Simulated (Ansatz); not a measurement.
# InHF radical: a ladder of functionals and wavefunction methods

An exercise on one series of results from a longer session: the logs are not shown, and one member is left open.

The runs use Ansatz 0.2.0, Gaussian basis; functionals in def2-TZVPP, the program's frozen cores in correlated methods.

The runs, in order: LDA (SPW92), PBE-D4, revPBE-D4, BLYP-D4, r2SCAN-D4, B97M-V, PBE0-D4, B3LYP-D4, r2SCANh-D4, r2SCAN0-D4, HSE06-D4, BHLYP-D4, CAM-B3LYP-D4, LC-ωPBE, ωB97X-V, ωB97M-V, B2PLYP, PBE-QIDH; CCSD(T)/def2-SVP; CCSD(T)/def2-TZVPP; CCSD(T)/def2-QZVPP; extrapolation to the limit; RPA on PBE.

## Structure used throughout

All runs share one geometry, relaxed beforehand with PBE0-D4 in a triple-zeta def2 set. In takes the def2 core potential; no spin-orbit term is included.

SMILES `[F][InH]`, 3 atoms, charge 0, spin multiplicity 2.

Atoms are counted from 1 here; the program's logs count them from 0.

Bond lengths: F1–In2 1.970 Å, In2–H3 1.779 Å. Angles: F1–In2–H3 113.8°.

Set-up of the first run:

File in.yaml:

```yaml
crystal:
  periodic: [false, false, false]
  atoms:
    - {symbol: F, position_ang: [1.088408, 0.989526, 0.694311]}
    - {symbol: In, position_ang: [-0.522479, 0.355087, -0.244849]}
    - {symbol: H, position_ang: [-0.576929, -1.409413, -0.462762]}
basis:
  gaussian: {orbitals: def2-TZVPP}
magnetization: {spin_polarized: true, initial_magnetization: 1}
hamiltonian: {xc: lda}
output: {orbitals: {seedname: orbitals}}
```

Among the steps run: LDA; PBE-D4 (GGA); revPBE-D4 (GGA); BLYP-D4 (GGA); r2SCAN-D4 (meta-GGA); B97M-V (meta-GGA); PBE0-D4 (hybrid); B3LYP-D4 (hybrid); r2SCANh-D4 (hybrid); r2SCAN0-D4 (hybrid); HSE06-D4 (hybrid); BHLYP-D4 (hybrid); CAM-B3LYP-D4 (range-separated); LC-ωPBE-D4 (range-separated; the results give it without D4); ωB97X-V (range-separated); ωB97M-V (range-separated); B2PLYP (double hybrid); PBE-QIDH (double hybrid).

One of the session's tables, all rows but one given; the rest of the session is left out.

It belongs to the step «Orbital energies across the functionals». 

| functional | HOMO (eV) | LUMO (eV) | gap (eV) |
| --- | --- | --- | --- |
| LDA (SPW92) | -5.49 | -4.59 | 0.89 |
| PBE-D4 | -5.38 | -4.27 | 1.11 |
| revPBE-D4 | -5.34 | -4.16 | 1.18 |
| BLYP-D4 | -5.28 | -4.33 | 0.95 |
| r2SCAN-D4 | -5.78 | -3.88 | 1.90 |
| B97M-V | -5.42 | -4.50 | 0.92 |
| PBE0-D4 | -6.44 | -3.40 | 3.04 |
| B3LYP-D4 | -6.27 | -3.84 | 2.43 |
| r2SCANh-D4 | -6.18 | -3.58 | 2.60 |
| r2SCAN0-D4 | -6.76 | -3.14 | 3.62 |
| HSE06-D4 | -6.05 | -3.77 | 2.28 |
| BHLYP-D4 | -7.37 | -2.72 | 4.66 |
| CAM-B3LYP-D4 | ? | ? | ? |
| LC-ωPBE | -8.92 | -1.16 | 7.76 |
| ωB97X-V | -8.48 | -1.54 | 6.94 |
| ωB97M-V | -8.45 | -1.78 | 6.68 |

**Question.** Estimate the row for CAM-B3LYP-D4.

**Answer.** HOMO (eV): -7.69; LUMO (eV): -2.59; gap (eV): 5.09. In the column «HOMO (eV)» it lies between ωB97M-V (-8.45) and BHLYP-D4 (-7.37).
